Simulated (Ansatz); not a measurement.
# RhN (zincblende): a single-point run

The task is a single-point run on RhN (zincblende). The structure is shown as the input types it.

Computed with Ansatz 0.2.0 (DFT PBE, scalar-relativistic, plane waves, PAW, unless a step's input says otherwise).

1 further run of the same task is left out (set aside as unsound or not needed). Runs told in other sessions of the task aren't counted.

## (1) Starting point

It takes space group F-43m (No. 216, cubic). The conventional cell has a = 4.599 Å, b = 4.599 Å, c = 4.599 Å, α = 90.00°, β = 90.00°, γ = 90.00°. Around Rh (site symmetry -43m) lie 4 N at 1.99 Å. N (site symmetry -43m) has 4 Rh at 1.99 Å in its first shell of neighbours.

As a file:

```xyz
2
Lattice="0.0000 2.2996 2.2996 2.2996 0.0000 2.2996 2.2996 2.2996 0.0000" Properties=species:S:1:pos:R:3 pbc="T T T"
Rh    0.0000    0.0000    0.0000
N     1.1498    1.1498    1.1498
```

## (2) Running it

input.yaml

```yaml
crystal:
  lattice:
    - [0.0, 2.2995982485, 2.2995982485]
    - [2.2995982485, 0.0, 2.2995982485]
    - [2.2995982485, 2.2995982485, 0.0]
  atoms:
    - { symbol: Rh, position: [0.0, 0.0, 0.0] }
    - { symbol: "N", position: [0.25, 0.25, 0.25] }
basis:
  ecutwfc: 420
  ecutrho_ratio: 4
kpoints:
  mp_grid: { grid: [12, 12, 12] }
hamiltonian:
  xc: pbe
scf:
  occupations: { method: gaussian, width: 0.05 }
  mixing: { algorithm: anderson, beta: 0.001, ndim: 1 }
  max_iter: 80
output:
  forces: true
  stress: true
```

On the command line:

```bash
> ansatz run input.yaml --threads 2 --pin off --max-ram 2662MiB --backend cpu --events-out ev --progress --plain --runs-dir out
```

**Question.** How will this run end, and is anything wrong with its input?

The run converged and reported no error. That alone doesn't make the input a sound one.

Look at the input: scf.mixing.algorithm is anderson; scf.mixing.beta is 0.001; scf.mixing.ndim is 1. What could go wrong: mixing too weak. The residual crept for many cycles and then fell at once, which so weak a step can't do by itself: the program changed its mixing. Several mixing settings were changed at once, so this run can't tell how much each is to blame.

Run again and compare: delete scf.mixing.algorithm, scf.mixing.beta and scf.mixing.ndim (the default then holds).
